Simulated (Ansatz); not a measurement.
# Sn: stress in a strained cell

Sn is deformed so: equal xy, yz and zx engineering shear strains of -2 %. What stress and forces result, by LAPW, PAW and all-electron datasets made for the crystal?

Program: Ansatz 0.2.0. Level of theory: DFT LDA, scalar-relativistic. These are calculated values, not measurements.

## 1. Starting point

The structure is cubic, space group Fd-3m (No. 227). Conventional cell: a = 6.491 Å, b = 6.491 Å, c = 6.491 Å, α = 90.00°, β = 90.00°, γ = 90.00°. Sn (site symmetry -43m) is surrounded by 4 Sn at 2.81 Å.

Coordinates:

```xyz
2
Lattice="0.0000 3.2456 3.2456 3.2456 0.0000 3.2456 3.2456 3.2456 0.0000" Properties=species:S:1:pos:R:3 pbc="T T T"
Sn    3.2456    3.2456    3.2456
Sn    4.8684    4.8684    4.8684
```

Atoms are numbered in the order of the input: Sn1, Sn2.

## 2. The deformed structure

Space group Fd-3m before, R-3m after.

## 3. All-electron LAPW

The input, input.yaml:

```yaml
crystal:
  lattice:
    - [-0.064912, 3.213144, 3.213144]
    - [3.213144, -0.064912, 3.213144]
    - [3.213144, 3.213144, -0.064912]
  atoms:
    - { symbol: Sn, position: [0.5, 0.5, 0.5] }
    - { symbol: Sn, position: [0.75, 0.75, 0.75] }
kpoints:
  mp_grid: { grid: [9, 9, 9] }
  band_path:
    path:
      - [0.0, 0.0, 0.0]
      - [0.5, 0.5, 0.5]
      - [0.2551801333, 0.5, 0.7448198667]
      - [-0.2551801333, 0.2551801333, 0.5]
      - [0.0, 0.0, 0.5]
      - [0.0, 0.0, 0.0]
      - [-0.3775900666, 0.0, 0.3775900666]
      - [0.0, 0.3775900666, 0.6224099334]
      - [0.0, 0.5, 0.5]
    npoints: 5
scf:
  occupations: { method: fermi_dirac, width: 0.03 }
hamiltonian:
  xc: lda
  pseudopotentials: { kind: all_electron, lapw: { basis_error: 0.00025 } }
output:
  forces: true
  stress: true
  eigenvalues: true
```

The run is started by

```sh
ansatz run input.yaml --threads 1 --pin off --max-ram 3072MiB --backend cpu --events-out ev --progress --plain --runs-dir out
```

## 4. PAW on the default files

The input, input.yaml:

```yaml
crystal:
  lattice:
    - [-0.064912, 3.213144, 3.213144]
    - [3.213144, -0.064912, 3.213144]
    - [3.213144, 3.213144, -0.064912]
  atoms:
    - { symbol: Sn, position: [0.5, 0.5, 0.5] }
    - { symbol: Sn, position: [0.75, 0.75, 0.75] }
kpoints:
  mp_grid: { grid: [9, 9, 9] }
scf:
  occupations: { method: fermi_dirac, width: 0.03 }
hamiltonian:
  xc: lda
  pseudopotentials: { kind: paw }
output:
  forces: true
  stress: true
  eigenvalues: true
  efg: { contact_densities: true }
```

## 5. All-electron PAW on datasets made for the crystal

Changes to input.yaml since step 4:

```diff
@@ -14,3 +14,3 @@
   xc: lda
-  pseudopotentials: { kind: paw }
+  pseudopotentials: { kind: all_electron, datasets: crystal }
 output:
```

(Steps that only read results are left out.)

Q: Predict the outcome of this session. Wanted: pressure; largest shear or deviatoric stress.

As calculated:

| quantity | value |
| --- | --- |
| pressure | LAPW -0.27, PAW -0.28, crystal datasets -0.27 GPa |
| largest shear or deviatoric stress (LAPW) | 1.03 GPa |

**Reading.** The largest part of the stress beyond the pressure is 1.03 GPa in size; the atoms are carried along and not relaxed. No run of the undeformed cell stands beside it, so the pressure holds what the given cell had before the change. PAW: stress within 0.01 GPa of LAPW, forces within 1 meV/Å. Crystal datasets: stress within 0.01 GPa of LAPW, forces within 1 meV/Å.
